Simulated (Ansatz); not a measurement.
# InH4− (triplet): wave-function methods side by side at a displaced geometry (v2), def2-SVPD

The task here is to estimate one member of a computed series from the others.

The runs use Ansatz 0.2.0, Gaussian basis; def2-SVPD, core rule «outside noble gas», up to 9 orbitals frozen.

The runs, in order: UHF; CCSD(T) on ROHF; CCSD(T) on UHF; BCCD(T) on ROHF; CISD as a restricted active space (open shells left free, so some higher excitations enter); CCSDT(Q) on ROHF; CCSDT(Q) on UHF; CASSCF and MRCISD+Q, 8 electrons in 8 orbitals; CASSCF and NEVPT2, 8 electrons in 8 orbitals.

23 further runs of the same task are left out: 2 for a known fault of the program, 1 that didn't finish, 20 set aside as unsound or not needed. Runs told in other sessions of the task aren't counted.

## The geometry

The geometry is a PBE0/def2-TZVPD stationary point (not a proven minimum) with its atoms shifted at random (size 0.100 Å). No spin-orbit coupling is included. Elements past krypton take def2 core potentials.

5 atoms, charge -1, spin multiplicity 3.

Atoms are counted from 1 here; the program's logs count them from 0.

Bond lengths: In1–H2 1.683 Å, In1–H3 1.852 Å, In1–H4 1.777 Å, In1–H5 1.775 Å. Angles: H2–In1–H3 87.6°, H2–In1–H4 174.6°, H2–In1–H5 98.6°, H3–In1–H4 87.5°, H3–In1–H5 172.7°, H4–In1–H5 86.1°.

The first run:

File in.yaml:

```yaml
crystal:
  periodic: [false, false, false]
  atoms:
    - {symbol: In, position_ang: [0.003108, 0.001641, 0.000378]}
    - {symbol: H, position_ang: [1.101334, 0.010014, 1.275072]}
    - {symbol: H, position_ang: [-1.348246, -0.022409, 1.266892]}
    - {symbol: H, position_ang: [-1.265137, -0.077679, -1.241094]}
    - {symbol: H, position_ang: [1.158004, -0.096812, -1.343977]}
basis:
  gaussian: {orbitals: def2-SVPD}
total_charge: -1
magnetization: {spin_polarized: true, initial_magnetization: 2}
hamiltonian: {xc: hf}
output: {orbitals: {seedname: orbitals}}
```

Launch:

```sh
> ansatz run in.yaml --threads 1 --pin off --events-out ev --progress --plain --max-ram 2393MiB
```

Among the steps run: UHF; CCSD(T) on ROHF; CCSD(T) on UHF; BCCD(T) on ROHF; CISD as a restricted active space (open shells left free, so some higher excitations enter); CCSDT(Q) on ROHF; CCSDT(Q) on UHF; CASSCF and MRCISD+Q, 8 electrons in 8 orbitals; CASSCF and NEVPT2, 8 electrons in 8 orbitals.

One table of the session follows, with a row left open; its other results are not shown here.

It belongs to the step «Misses and costs». 

| method | from UCCSDT(Q) (meV) |
| --- | --- |
| ROHF | +4172.4 |
| UHF | +3919.0 |
| RMP2 | +1025.8 |
| UMP2 | +1063.6 |
| RCCSD | +174.0 |
| UCCSD | +161.3 |
| RCCSD(T) | ? |
| UCCSD(T) | +41.4 |
| BCCD(T) | +47.9 |
| RCCSDT | +13.3 |
| UCCSDT | +4.9 |
| RCCSDT(Q) | +8.3 |
| UCCSDT(Q) | 0 |
| CASSCF valence | +2498.3 |
| NEVPT2 valence | +733.9 |
| MRCISD valence | +167.0 |
| MRCISD+Q valence | +6.8 |

Estimate the missing values for RCCSD(T).

The run gave: from UCCSDT(Q) (meV): +47.2. In the column «from UCCSDT(Q) (meV)» it lies between UCCSD(T) (+41.4) and BCCD(T) (+47.9).

Not comparable, so not listed: CISD as a restricted active space (open shells left free, so some higher excitations enter) (they don't share determinant, frozen orbitals or solution with the rows shown, or repeat one).

Limits of these values: Restricted and unrestricted rows rest on different reference determinants; a gap between their highest levels can come from leftover correlation error, from unlike frozen cores or from another state.
